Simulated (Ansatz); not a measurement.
Working through a point defect in a supercell of MgS, space group Fm-3m

Computed with the Ansatz DFT code, driven from Python.

Input file `mgs.xyz`:
```text
2
Lattice="0.0 2.60165 2.60165 2.60165 0.0 2.60165 2.60165 2.60165 0.0" Properties=species:S:1:pos:R:3 pbc="T T T"
Mg    0.00000000    0.00000000    0.00000000
S     2.60165000    2.60165000    2.60165000
```

Run as a notebook:

**Cell 1**
```python
import ansatz
import numpy as np
```

**Cell 2**
```python
FUNCTIONAL = "pbesol"
VDW = "d4"
K_SPACING = 0.91
MIXING_BETA = 0.7
OCCUPATIONS = "fermi_dirac"
WIDTH_EV = 0.05

system = ansatz.Crystal.from_extxyz("mgs.xyz")
host = system.supercell(2)
defective = host.substitution("P", at=[0.5, 0.5, 0.5], replaces="S")

def settled(structure):
    return (
        structure.calculation()
        .functional(FUNCTIONAL, dispersion=VDW)
        .kpoints(spacing=K_SPACING)
        .mixing("msr1", beta=MIXING_BETA)
        .eigensolver("auto", full_accuracy=True)
        .occupations(OCCUPATIONS, width=WIDTH_EV)
        .band_table()
    )
```

**Cell 3**
```python
perfect = settled(host).run().report
calc = (
    settled(defective)
    .relax(force_tolerance=0.05, max_steps=25)
)
result = calc.run()
data = result.report
```
Output:
```text
DeckWarning: basis.ecutwfc = 420 eV, auto-derived from the records' recommended cutoffs: set by Mg (normal level)
```

**Cell 4**
```python
result.lattice.cell_ang
```
Output:
```text
array([[0.    , 5.2033, 5.2033],
       [5.2033, 0.    , 5.2033],
       [5.2033, 5.2033, 0.    ]])
```

**Cell 5**
```python
n_host, n_defect = len(perfect["lattice"]["sites"]), len(data["lattice"]["sites"])
print(f"perfect cell: {n_host} atoms, F = {perfect['free_energy_ev']:.4f} eV")
print(f"defect cell:  {n_defect} atoms, F = {data['free_energy_ev']:.4f} eV")
print(f"difference {data['free_energy_ev'] - perfect['free_energy_ev']:.4f} eV (no chemical potentials)")
```
Output:
```text
perfect cell: 16 atoms, F = -22401.5589 eV
defect cell:  16 atoms, F = -22253.7028 eV
difference 147.8561 eV (no chemical potentials)
```

**Cell 6**
```python
for label, run in (("perfect", perfect), ("defect", data)):
    levels, filled = np.array(run["eigenvalues_ev"][0]), np.array(run["occupations"][0])
    top = int(np.argmin(np.abs(levels - run["fermi_energy_ev"])))
    window = slice(max(top - 3, 0), top + 4)
    print(label, "levels near E_F at the first k-point:", ", ".join(f"{e - run['fermi_energy_ev']:.2f} ({f:.2f})" for e, f in zip(levels[window], filled[window])))
```
Output:
```text
perfect levels near E_F at the first k-point: -1.34 (2.00), -1.34 (2.00), -1.34 (2.00), 1.34 (0.00), 1.34 (0.00), 1.34 (0.00), 2.24 (0.00)
defect levels near E_F at the first k-point: -0.93 (2.00), -0.93 (2.00), -0.93 (2.00), 0.16 (0.08), 0.16 (0.08), 0.16 (0.08), 2.06 (0.00)
```

**Cell 7**
```python
start = np.array([site.position for site in defective.resolved().sites])
step = np.array([site.position_frac for site in result.lattice.sites]) - start
moved = np.linalg.norm((step - np.round(step)) @ result.lattice.cell_ang, axis=1)
print("relaxation by atom (A):", " ".join(f"{site.symbol}:{d:.3f}" for site, d in zip(result.lattice.sites, moved)))
```
Output:
```text
relaxation by atom (A): Mg:0.000 P:0.000 Mg:0.014 S:0.000 Mg:0.014 S:0.000 Mg:0.014 S:0.000 Mg:0.014 S:0.000 Mg:0.014 S:0.000 Mg:0.014 S:0.000 Mg:0.000 S:0.000
```

Caveats:
- These settings explore the input space; cutoff and mesh may be short of convergence.
- Extra carriers fill band states at a few k-points, so forces and energy hang on the mesh.
- The computed bands are complete only to about 5.4 eV above the Fermi level.
- Dispersion corrections can be off by several per cent in the lattices of metals, and by several GPa in the pressure at a fixed cell.
- The relaxation stopped at 0.028 eV/Å, so the energy gained is a lower bound and displacements are uncertain.
- The difference holds no chemical potentials.
- Each cell's levels count from its own Fermi level and aren't aligned; one k-point can hide that the defect cell is metallic.
- The starting cell is as deposited in a crystallographic database; the results hold for this polymorph, which needn't be the stable one.
- Gaps and levels are Kohn-Sham values on a finite set of k-points.
- Warnings are shown shortened and without file and line.
- The supercell is small, so the defect meets its images and the energies aren't those of an isolated defect; a partly filled defect level may also lower its energy by spin or distortion. For a charged cell the difference holds no correction, alignment or term for the electrons' reservoir.
- Run time: 19 s on 1 thread of Arm Neoverse V2 (shared host), peak memory 0.57 GiB.

(Lines on the test bed's own set-up are left out of the output.)
